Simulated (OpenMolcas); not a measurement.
# Ta²⁺ among point charges: CASSCF and CASPT2 levels and susceptibility

How does a field of 6 point charges split the states of Ta²⁺, and what χT follows?

The numbers are computed with OpenMolcas 26.06 (state-averaged CASSCF and CASPT2, spin-orbit coupling by RASSI with atomic mean-field integrals), except any that are marked as measured or tabulated.

**1. Starting point**

| Quantity | Value |
| --- | --- |
| Species | Ta²⁺ (tantalum, Z = 73, 71 electrons) |
| Basis | ANO-RCC-VDZP [7s6p4d2f1g], 68 functions |
| Scalar Hamiltonian | DKH2, point nucleus |
| Inactive shells | 1s 2s 2p 3s 3p 3d 4s 4p 4d 4f 5s 5p |
| Active space | 3 electrons in 5 orbitals (5d) |
| Some configurations of this space | 5d3 |
| Orbitals | optimised for each spin and parity, averaged over all roots |

Outer shells as boxes (Hund's rule):

5d3
```
5d [↑ ][↑ ][↑ ][  ][  ]
```

The ion sits among 6 point charges of -1.36 e arranged as an octahedron (Oh), 1.82 Å from the ion.

The work runs as a chain of OpenMolcas steps in one folder; each step below is one input file. Labels, J, g values, rates, χT and fits are worked out afterwards by a script from the matrices that RASSI stores. The input lists half of the charges; inversion (Group=XYZ) makes the rest.

**2. GATEWAY and SEWARD: basis and integrals**

a.inp reads:

```
&GATEWAY
Coord
1

Ta 0.0 0.0 0.0
Basis=ANO-RCC-VDZP
Group=XYZ
NoMove
AngMom=0.0 0.0 0.0
AMFI
XField
3 Angstrom 0
1.820000 0.000000 0.000000 -1.360000
0.000000 1.820000 0.000000 -1.360000
0.000000 0.000000 1.820000 -1.360000
&SEWARD
```

On the command line:

```sh
> OMP_NUM_THREADS=1 MOLCAS_MEM=1689 MOLCAS_PROJECT=a pymolcas a.inp > a.log
```

**3. CASSCF: quartets of even parity, 10 roots**

a.inp reads:

```
&RASSCF
FileOrb=start.orb
Symmetry=1
Spin=4
nActEl=3 0 0
Inactive=15 19
Ras2=5 0
CIRoot=10 10 1
SDav=10
CIMx=300
Iter=120 100
PrWF=0.3
OrbListing=Nothing
MaxOrb=0
>>> COPY $Project.JobIph JOB001
```

start.orb holds the contracted functions of the basis, ordered by shell, or the orbitals of the step before.

**4. Reference wave functions, doublets of even parity, 40 roots**

a.inp reads:

```
&RASSCF
FileOrb=start.orb
Symmetry=1
Spin=2
nActEl=3 0 0
Inactive=15 19
Ras2=5 0
CIRoot=40 40 1
SDav=40
CIMx=300
Iter=120 100
PrWF=0.3
OrbListing=Nothing
MaxOrb=0
>>> COPY $Project.JobIph JOB002
```

**5. State interaction with spin-orbit coupling**

a.inp reads:

```
&RASSI
NrOfJobIphs=2 10 40
1 2 3 4 5 6 7 8 9 10
1 2 3 4 5 6 7 8 9 10 11 12 13 14 15 16 17 18 19 20 21 22 23 24 25 26 27
28 29 30 31 32 33 34 35 36 37 38 39 40
IphNames
JOB001
JOB002
EJob
SpinOrbit
DIPRint=1.0
SOCoupling=1000.0
Subsets=2
Property=9
'ANGMOM' 1 'ANGMOM' 2 'ANGMOM' 3 'MLTPL  1' 1 'MLTPL  1' 2 'MLTPL  1' 3
'AMFI' 1 'AMFI' 2 'AMFI' 3
SOProperty=3
'ANGMOM' 1 'ANGMOM' 2 'ANGMOM' 3
```

**6. CASPT2: IPEA 0.25, imaginary shift 0.1 (closed shells correlated: 4f 5s 5p)**

a.inp reads:

```
>>> COPY JOB001 $Project.JobIph
&CASPT2
Multistate=10 1 2 3 4 5 6 7 8 9 10
NoMult
Frozen=14 9
IPEA=0.25
Imaginary=0.1
MaxIter=60
WThr=0.0 0.3 0.05
PrWF=0.5
NoMix
>>> COPY JOB002 $Project.JobIph
&CASPT2
Multistate=40 1 2 3 4 5 6 7 8 9 10 11 12 13 14 15 16 17 18 19 20 21 22
23 24 25 26 27 28 29 30 31 32 33 34 35 36 37 38 39 40
NoMult
Frozen=14 9
IPEA=0.25
Imaginary=0.1
MaxIter=60
WThr=0.0 0.3 0.05
PrWF=0.5
NoMix
```

(Steps that only read results are left out.)

What does the calculation give? Wanted: spin-free ground state; first state of the same spin within the active space; lowest level; next level.

As calculated:

| quantity | value |
| --- | --- |
| method | SS-CASPT2, IPEA 0.25, imaginary shift 0.1 (closed shells correlated: 4f 5s 5p) |
| spin-free ground state | 4A2, 1-fold in its orbital part |
| first state of the same spin within the active space | 4T2 at 28700 cm⁻¹ |
| lowest level | 4-fold Γ8 |
| next level | 9791.4 cm⁻¹ |
| χT at 300 K | 1.57 cm³ K/mol |
| effective moment at 300 K | 3.55 μB |

Cost by method:

```csv
method,time of its own steps,time with the reference
A. CASSCF,9.1 s,9.1 s
"B. SS-CASPT2, IPEA 0.25, imaginary shift 0.1, +4f 5s 5p",7.1 s,16 s
```

Times are of one thread on a shared host.

What this shows: The spin-free ground state (4A2) comes to 100 % from free-ion F terms and keeps the highest spin of the shell. χT at 300 K is 1.57, against 1.88 cm³ K/mol for the spin alone, so spin-orbit coupling lowers it. A ligand-field fit to the states below 45000 cm-1 gives 10Dq = 29014 cm-1, B = 482 cm-1 and C = 1942 cm-1 (C/B = 4.03), with a deviation of 331 cm-1. CASPT2 does not keep the components of a term degenerate, and the means are used. The field of point charges can differ much from that of real complexes. Point charges carry no covalency, so the field is a model and not that of real ligands.
